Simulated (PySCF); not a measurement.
# C3H7AlPb: the cost of one run

Programs: PySCF 2.14.0, with routines of our own; each step states its level. All values are computed. Atoms count from 0.

## (1) The system as given

12 atoms, charge 0, multiplicity 1; geometry from: GFN2-xTB.

## (2) Optimising the geometry at PBE0-D3(BJ)/def2-SVP

What the job is given:

```
{"job": {"xc": "PBE0", "basis": "def2-SVP", "d3": "d3bj", "grid": 1, "maxiter": 30, "shake": 0.01, "kind": "geom"}, "charge": 0, "multiplicity": 1}
C     -2.622100     0.334530     0.809270
Pb    -1.155600    -1.234630     0.154700
C      0.771220    -0.323650    -0.219670
C      1.909450     0.197430    -0.419950
Al     3.609020     0.987820    -0.791730
H     -2.128720     1.105970     1.394160
H     -3.405750    -0.116600     1.392170
H     -3.054150     0.823860    -0.079930
H     -0.938670    -2.454970     1.403860
H     -1.654040    -2.023340    -1.311380
H      4.516460     1.556490     0.346310
H      4.192570     1.118810    -2.209430
```

On the command line:

```bash
> OMP_NUM_THREADS=1 python heavy_run.py task.json out
```

One launch serves the whole session: the jobs run in the order shown.

**Question.** How long does this first job take on 1 thread of AMD EPYC 9R45, shared host, and how much memory does it need?

About 33 s, with a peak of 0.5 GiB.
